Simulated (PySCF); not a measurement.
**[Tm(BH4)2]+: other functionals and bases at one geometry**

An exercise on one series of results from a longer session: the logs are not shown, and one member is left open.

Program: PySCF 2.14.0. Level of theory: several levels, as the steps say, no spin–orbit coupling. These are calculated values, not measurements.

1 further run of the same task is left out (for a known fault of the program).

### The system as given

11 atoms, charge 1, spin multiplicity 1.

Bond lengths: Tm1–B2 2.327 Å, Tm1–H4 2.113 Å, Tm1–H5 2.191 Å, Tm1–H6 2.115 Å, Tm1–B7 2.327 Å, Tm1–H9 2.113 Å, Tm1–H10 2.191 Å, Tm1–H11 2.115 Å, B2–H3 1.197 Å, B2–H4 1.271 Å, B2–H5 1.262 Å, B2–H6 1.273 Å, B7–H8 1.197 Å, B7–H9 1.271 Å, B7–H10 1.262 Å, B7–H11 1.273 Å. Angles: B2–Tm1–H4 32.8°, B2–Tm1–H5 32.3°, B2–Tm1–H6 32.9°, B2–Tm1–B7 120.9°, B2–Tm1–H9 99.0°, B2–Tm1–H10 152.8°, B2–Tm1–H11 104.5°, H4–Tm1–H5 55.5°, H4–Tm1–H6 56.3°, H4–Tm1–B7 99.0°, H4–Tm1–H9 92.1°, H4–Tm1–H10 128.9°, H4–Tm1–H11 74.1°, H5–Tm1–H6 55.4°, H5–Tm1–B7 152.8°, H5–Tm1–H9 128.9°, H5–Tm1–H10 174.9°, H5–Tm1–H11 128.4° and more.

As a file:

```xyz
11

Tm    0.0001   -0.0001   -0.2675
B     2.0240   -0.0254    0.8795
H     3.0228   -0.0299    1.5386
H     1.1981   -0.9376    1.1990
H     2.1827   -0.1618   -0.3651
H     1.3390    1.0406    0.9968
B    -2.0240    0.0254    0.8794
H    -3.0226    0.0299    1.5388
H    -1.1980    0.9376    1.1988
H    -2.1829    0.1619   -0.3652
H    -1.3390   -1.0407    0.9966
```

Formal oxidation states: Tm +3. Each metal's 12 4f electrons lie in its core potential, so multiplicities, spins and levels count the valence alone. An earlier session relaxed this geometry at PBE0, Tm lcecp-1-SVP with ECP58, B def2-SVP, H def2-SVP (singlet, point group C2).

At PBE0 on the finer grid: E = -92.964760 Eh, HOMO -14.14 eV, LUMO -7.82 eV, Mulliken charge on Tm1 +0.85 e, largest force component 0.018 eV/Å. 

Levels to run: M06-L; CAM-B3LYP; PBE0, TZVP. Hardware: 2 threads of Arm Neoverse V2, shared host.

Set-up of the first run:

File run.py (the lines that set the calculation):

```python
mol = gto.M(atom='''
Tm     0.00005    -0.00007    -0.26749
B      2.02401    -0.02536     0.87953
H      3.02278    -0.02985     1.53861
H      1.19812    -0.93765     1.19902
H      2.18268    -0.16183    -0.36515
H      1.33896     1.04064     0.99677
B     -2.02404     0.02539     0.87939
H     -3.02258     0.02992     1.53879
H     -1.19803     0.93759     1.19884
H     -2.18293     0.16188    -0.36523
H     -1.33903    -1.04066     0.99658''',
    basis={'Tm': 'lcecp-1-SVP', 'B': 'def2-SVP', 'H': 'def2-SVP'},
    ecp={'Tm': 'lcecp-1-SVP'},
    charge=1, spin=0)
mf = dft.RKS(mol, xc='M06L')
mf.grids.atom_grid = (75, 302)  # f atoms: unpruned, at least (60, 302)
mf = mf.density_fit()  # fitting sets: Tm AutoAux, B def2-universal-JKFIT, H def2-universal-JKFIT
mf.conv_tol = 1e-08; mf.max_cycle = 55
mf.kernel(dm0)  # dm0: the density of the relaxed state
```

The run is started by

```sh
$ OMP_NUM_THREADS=2 python run.py
```

Steps of the session up to this table: M06-L; CAM-B3LYP; PBE0, TZVP.

One table of the session follows, with a row left open; its other results are not shown here.

| level | HOMO (eV) | gap (eV) | charge on Tm1 (e) | dipole (D) | largest force component (eV/Å) |
| --- | --- | --- | --- | --- | --- |
| PBE0 (relaxed here) | -14.14 | 6.32 | 0.85 | 3.83 | 0.02 |
| M06-L | ? | ? | ? | ? | ? |
| CAM-B3LYP | -15.56 | 8.50 | 0.78 | 3.98 | 0.14 |
| PBE0, TZVP | -14.16 | 6.37 | 1.11 | 3.77 | 0.28 |

**Question.** Estimate the row for M06-L.

As computed: HOMO (eV): -12.82; gap (eV): 5.04; charge on Tm1 (e): 1.13; dipole (D): 4.00; largest force component (eV/Å): 0.26. In the column «HOMO (eV)» it is the highest.

The dipole of a charged species depends on the origin, so these sizes hold for this origin alone.

In one basis the HOMO–LUMO gap runs from 5.04 eV (M06-L) to 8.50 eV (CAM-B3LYP). The largest leftover force, 0.28 eV/Å with PBE0, TZVP, stands at a geometry relaxed at another level. With 4f in the core, its levels are missing from HOMO and gap, and its count is fixed, so no charge can pass from the ligands into it. Total energies of different levels can't be compared.
